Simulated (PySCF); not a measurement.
# C2H3FN2SSi: the cost of one run

Programs: PySCF 2.14.0, with routines of our own; each step states its level. All values are computed. Atoms count from 0.

## 1. The system as given

10 atoms, charge 0, multiplicity 1; geometry from: GFN2-xTB.

## 2. Magnetic properties: GIAO PBE/pcSseg-1

The job: settings as JSON, then the geometry in Å.

```
{"job": {"kind": "mag", "xc": "PBE", "basis": "pcSseg-1", "isotopologues": 2}, "charge": 0, "multiplicity": 1}
F      0.921706     2.038803     0.514052
C      1.150918     0.778579     0.175928
S      2.738763     0.145279    -0.029743
N      2.076786    -1.334715    -0.404682
N      0.825829    -1.352866    -0.379345
C      0.214289    -0.197920    -0.059676
Si    -1.664649    -0.051478     0.023908
H     -2.059714     0.981951    -0.934639
H     -2.191498    -1.366071    -0.314436
H     -2.003547     0.363092     1.386104
```

With the program's defaults for keys left out, this is: GIAO PBE/pcSseg-1 magnetisability, rotational g tensor and spin-rotation constants, non-relativistic, gas phase.

Run with:

```
$ OMP_NUM_THREADS=1 python excited_run.py task.json out
```

One launch serves the whole session: the jobs run in the order shown.

Q: Estimate the wall time and peak memory of this first job on 1 thread of Arm Neoverse V1, shared host.

About 21 s, with a peak of 0.54 GiB.
